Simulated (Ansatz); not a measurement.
Consider a convergence test of the plane-wave cutoff of HfW₂, space group Fd-3m (Ansatz 0.2.0 through its Python package).

Script `run_ecut.py`:
```python
# -*- coding: utf-8 -*-
"""Convergence of HfW2 with the plane-wave cutoff."""

import logging
import sys
import warnings

import ansatz as az
import matplotlib.pyplot as plt

logging.basicConfig(stream=sys.stdout, format="%(levelname)s %(message)s")
logger = logging.getLogger("calc")
logger.setLevel(logging.INFO)


def main():
    warnings.simplefilter("ignore", az.DeckWarning)

    system = (
        az.Lattice.of([0.0, 3.7955, 3.7955], [3.7955, 0.0, 3.7955], [3.7955, 3.7955, 0.0])
        .atom("Hf", [0.0, 0.0, 0.0])
        .atom("Hf", [0.25, 0.25, 0.25])
        .atom("W", [0.625, 0.625, 0.625])
        .atom("W", [0.125, 0.625, 0.625])
        .atom("W", [0.625, 0.625, 0.125])
        .atom("W", [0.625, 0.125, 0.625])
    )

    job = (
        system.calculation()
        .functional(az.Functional.PBESOL)
        .kpoints(density=3.8)
        .occupations("Fermi-Dirac")
        .forces()
        .stress()
    )

    rows = []
    for value in [300, 375, 450, 525]:
        report = job.basis(value).run(threads=1, backend="cpu").report
        rows.append((value, report["free_energy_ev"] / len(report["lattice"]["sites"]), report["n_iterations"], sum(report["stress_gpa"][i][i] for i in range(3)) / 3, max(abs(f) for row in report["forces_ev_ang"] for f in row), report["n_pw"]))

    logger.info(" cutoff (eV)   F/atom (eV)    iterations       P (GPa)  max component (eV/A)   plane waves")
    for row in rows:
        logger.info(f"{str(row[0]):>12s}  {row[1]:12.5f}  {row[2]:12d}  {row[3]:12.3f}  {row[4]:20.4f}  {row[5]:12d}")

    # the last row is the reference
    for row in rows[:-1]:
        shift = 1000 * (row[1] - rows[-1][1])
        logger.info(f"{row[0]}: {shift:+.2f} meV/atom" + ("  (within 2 meV)" if abs(shift) < 2 else ""))
    plt.figure(figsize=(4.5, 3))
    plt.plot([str(row[0]) for row in rows], [1000 * (row[1] - rows[-1][1]) for row in rows], "o-")
    plt.xlabel("cutoff (eV)")
    plt.ylabel("F - F(last) (meV/atom)")
    plt.tight_layout()
    plt.savefig("ecut.png", dpi=100)


if __name__ == "__main__":
    main()
```

From which cutoff on is the energy per atom within 2 meV of the last row, and how does it get there?

From 450 eV on it stays within 2 meV an atom of the value at 525 eV; the first row (300 eV) is off by 58.5 meV and the last but one by 0.47 meV. The energy falls steadily, as expected when plane waves are added. The pressure moves from -4.34 to -4.47 GPa (the program's stress holds a Pulay correction, so it settles early). The last run costs about 1.6 times the first.

The output:

```console
$ python run_ecut.py
INFO  cutoff (eV)   F/atom (eV)    iterations       P (GPa)  max component (eV/A)   plane waves
INFO          300  -12037.15209             7        -4.342                0.0000          1243
INFO          375  -12037.20844             6        -4.437                0.0000          1807
INFO          450  -12037.21010             6        -4.464                0.0000          2421
INFO          525  -12037.21056             6        -4.469                0.0000          2975
INFO 300: +58.48 meV/atom
INFO 375: +2.12 meV/atom
INFO 450: +0.47 meV/atom  (within 2 meV)
```

Caveats:
- The mesh is modest for a metal, so energies can be off by several to tens of meV an atom and pressures by half a GPa or more; differences at equal mesh fare better.
- Forces vanish by symmetry here and test nothing.
- Pressure is positive in compression.
- Spin-orbit coupling, which matters for elements this heavy, is left out.
- The structure is a deposited one; some such entries were measured under pressure or heat, so a shift against it needn't be the functional's error alone.
- Shifts are counted from the last row, which is itself no proven limit.
- The script silences the warnings on its input, which a real study should read.
- It ran for 19 s on 1 thread of Intel(R) Xeon(R) Processor @ 2.30GHz (shared host), peak memory 0.73 GiB.
